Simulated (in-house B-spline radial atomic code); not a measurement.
**Pr⁴³⁺: ionisation energy by several methods**

Aim: the ionisation energy of Pr⁴³⁺ by several methods, each as the difference of two self-consistent energies (Pr⁴³⁺ and the next ion, [Ne] 3s2 3p3).

Method: scalar-relativistic (X2C), several functionals, spin-polarised, exact exchange averaged over the configuration; spherical all-electron atom at the radial basis limit. Code: in-house B-spline radial atomic code version 1.

## 1. Starting point

* element: praseodymium (Z = 59)
* charge: +43
* electrons: 16
* configuration: [Ne] 3s2 3p4
* nucleus: Fermi, rms radius 4.892 fm

The outer shells:

[Ne] 3s2 3p4
```
[Ne] core
3s [↑↓]
3p [↑↓][↑ ][↑ ]
```

Where spins are not typed, each open shell is filled with up spins first.

## 2. r2SCAN0

Settings of the run:

```ini
Z = 59
electrons = 16.0
configuration = [Ne] 3s2 3p4
hamiltonian = x2c
method = r2scan0
spin_polarised = True
nucleus = fermi
rms_radius = 4.8919
mass_number = 141
atomic_mass = 140.907659604
speed_of_light = 137.035999084
exact_exchange = averaged over the configuration
```

Started as:

```console
> python run_scf.py task.json out
```

The settings of every run stand in task.json; they run in order.

## 3. PBE0

Settings: those of step 2 with these lines changed.

```diff
@@ -4,3 +4,3 @@
 hamiltonian = x2c
-method = r2scan0
+method = pbe0
 spin_polarised = True
```

## 4. B97-1

Settings: those of step 3 with these lines changed.

```diff
@@ -4,3 +4,3 @@
 hamiltonian = x2c
-method = pbe0
+method = b97_1
 spin_polarised = True
```

**Question.** The tabulated ionisation energy is 3419 ± 4 eV (tabulated theoretical; NIST Atomic Spectra Database). What does each method give, and which comes nearest?

The runs gave:

| method | rung | total energy (hartree) | ΔSCF (eV) | −ε highest (eV) | ΔSCF less tabulated (eV) |
| --- | --- | --- | --- | --- | --- |
| r2SCAN0 | global hybrid | -7568.2609 | 3446.28 | 3414.67 (3p down) | +27.28 |
| PBE0 | global hybrid | -7568.1463 | 3448.39 | 3415.43 (3p down) | +29.39 |
| B97-1 | global hybrid | -7568.2411 | 3448.43 | 3413.89 (3p down) | +29.43 |

What this shows: Tables give 3419 ± 4 eV (tabulated theoretical; NIST Atomic Spectra Database) for the ionisation energy. r2SCAN0 misses by +27.28 eV, the least, and B97-1 by +29.43 eV (0.86 %), the most. All methods miss on the same side by much the same amount, which points to something that they share. Relativistic terms that these runs lack can be as large as the gaps between close methods, so the nearest may be so by luck. Spin-orbit coupling is left out. Open shells are averaged (over orientations, and over spins where the run is restricted), while tables refer to the lowest levels.
